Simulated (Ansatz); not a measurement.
# Sr2SO in Ansatz: the effect of exact exchange

The system is Sr2SO.

```
Sr S O
1.0
     4.04324    0.00000    0.00000
     0.00000    4.04324    0.00000
     0.00000    0.00000    5.71800
Sr S O
2 1 1
Direct
  0.50000 0.50000 0.50000
  0.00000 0.00000 0.00000
  0.00000 0.00000 0.50000
  0.50000 0.50000 0.00000
```

The cell comes from a database or a generator and needn't be the stable form of this composition.

Alike in all runs:

```yaml
Program: Ansatz 0.2.0
Task: single point
Functional: HSE06 form with a typed share of exact exchange
Potentials_or_basis: Ansatz PAW
Cutoff: "420 eV (not typed: the program's choice for these potentials)"
k_mesh: 4 × 4 × 3
Occupations: fermi-dirac, width 0.05 eV
Spin: no spin polarisation
```

| exact exchange | gap on the mesh (eV) | pressure (GPa) |
| --- | --- | --- |
| 0.25 | 3.44 | -1.2 |
| 0.3 | 3.70 | -1.4 |
| 0.4 | ? | ? |
| 0.5 | 4.75 | -2.1 |

**Question.** What does the run with exact exchange 0.4 give?

**Answer.** gap on the mesh 4.22 eV; pressure -1.7 GPa.

Worked out: A straight line through the other rows of the gap on the mesh, of slope 5.24 eV per unit of exact exchange, gives 4.23 eV, against the run's 4.22. A straight line through the other rows of the pressure, of slope -3.57 GPa per unit of exact exchange, gives -1.7 GPa, against the run's -1.7.

Caveats: odd divisions of the mesh miss points on the zone boundary, where band edges often lie, so the gap on the mesh can be too wide; the PAW data sets come from PBE, with cores solved anew for the run's functional, which leaves a small shift of forces and pressure; the thresholds are loose for stress.

A k mesh can miss the band edges.
